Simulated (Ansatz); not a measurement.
The system is MgB.

```
Mg B
1.0
     2.89515    0.00000    0.00000
     0.00000    2.89515    0.00000
     0.00000    0.00000    2.89515
Mg B
1 1
Cartesian
  0.0000 0.0000 0.0000
  1.4476 1.4476 1.4476
```

The cell was built by a generator and needn't be a form met in nature.

Base run:

| Property | Result |
| --- | --- |
| Program | Ansatz 0.2.0 |
| Functional | PBE |
| Potentials or basis | Ansatz PAW |
| Cutoff | 420 eV (not typed: the program's choice for these potentials) |
| k mesh | 9 × 9 × 9 |
| Occupations | fermi-dirac, width 0.05 eV |
| Spin | no spin polarisation |

Its results: band gap on the k mesh none (metal or under the smearing width); pressure 0.2 GPa.

Q: The run is repeated on the same cell with these changes: functional from PBE to RPBE. What comes out?

A: Band gap on the k mesh none (metal or under the smearing width); pressure 2.8 GPa.

RPBE binds less tightly than PBE, so the same cell stands under more pressure.

Caveats: the PAW data sets come from PBE, with cores solved anew for the run's functional, which leaves a small shift of forces and pressure (some runs).
